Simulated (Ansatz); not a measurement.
# Ge₂H₃ (doublet): from Hartree-Fock to the top rungs at a displaced geometry (v2), cc-pVDZ

How much of the correlation energy of Ge₂H₃ (doublet) does each wave-function method recover here?

Program: Ansatz 0.2.0, Gaussian basis. Level of theory: cc-pVDZ, core rule «outside noble gas», up to 28 orbitals frozen. These are calculated values, not measurements.

The runs, in order: UHF; CCSD(T) on ROHF; CCSD(T) on UHF; BCCD(T) on ROHF; CISD; CCSDT(Q) on ROHF; CCSDT(Q) on UHF.

19 further runs of the same task are left out: 6 that didn't finish, 13 set aside as unsound or not needed.

### Step 1. The geometry

The geometry is a PBE0/def2-TZVP stationary point (not a proven minimum) with its atoms shifted at random (size 0.100 Å). No spin-orbit coupling is included. The filled d shell of Ge may be among the frozen orbitals whatever the setting's name suggests; the logs give the count.

5 atoms, charge 0, spin multiplicity 2.

Atoms are counted from 1 here; the program's logs count them from 0.

Bond lengths: Ge1–Ge2 2.483 Å, Ge1–H3 1.465 Å, Ge1–H4 1.493 Å, Ge1–H5 1.638 Å. Angles: Ge2–Ge1–H3 109.0°, Ge2–Ge1–H4 115.4°, Ge2–Ge1–H5 109.2°, H3–Ge1–H4 107.5°, H3–Ge1–H5 109.0°, H4–Ge1–H5 106.5°.

### Step 2. UHF

The input, in.yaml:

```yaml
crystal:
  periodic: [false, false, false]
  atoms:
    - {symbol: Ge, position_ang: [0.080137, -0.002730, 1.202203]}
    - {symbol: Ge, position_ang: [-0.084129, 0.005644, -1.275250]}
    - {symbol: H, position_ang: [1.494105, -0.026793, 1.586274]}
    - {symbol: H, position_ang: [-0.551666, 1.161433, 1.890475]}
    - {symbol: H, position_ang: [-0.654748, -1.344653, 1.787593]}
basis:
  gaussian: {orbitals: cc-pVDZ}
magnetization: {spin_polarized: true, initial_magnetization: 1}
hamiltonian: {xc: hf}
output: {orbitals: {seedname: orbitals}}
```

Command:

```
$ ansatz run in.yaml --threads 1 --pin off --events-out ev --progress --plain --max-ram 2393MiB
```

After this run come: CCSD(T) on ROHF; CCSD(T) on UHF; BCCD(T) on ROHF; CISD; CCSDT(Q) on ROHF; CCSDT(Q) on UHF.

Q: Predict the results of all the runs planned. Wanted: UCCSDT(Q) below the RHF energy; RMP2 from UCCSDT(Q); UMP2 from UCCSDT(Q); RCCSD from UCCSDT(Q); RCCSD(T) from UCCSDT(Q); UCCSD(T) from UCCSDT(Q); RCCSDT(Q) from UCCSDT(Q); T1 diagnostic.

The runs gave:

```
                         quantity                                                   value
   UCCSDT(Q) below the RHF energy                                              -5.5687 eV
              RMP2 from UCCSDT(Q)                                             +1279.2 meV
              UMP2 from UCCSDT(Q)                                             +1284.1 meV
             RCCSD from UCCSDT(Q)                                              +171.6 meV
          RCCSD(T) from UCCSDT(Q)                                               +37.7 meV
          UCCSD(T) from UCCSDT(Q)                                               +34.8 meV
         RCCSDT(Q) from UCCSDT(Q)                                                +3.0 meV
levels within 1 kcal/mol (43 meV)  RCCSD(T), UCCSD(T), BCCD(T), RCCSDT, UCCSDT, RCCSDT(Q)
                    T1 diagnostic                                                   0.018
```

**Reading.** RCCSD(T) lands +37.7 meV from the yardstick (0.7 % of the correlation energy). These misses are within one basis, not against nature; the frozen cores of restricted and unrestricted runs differ, which can shift their rows.
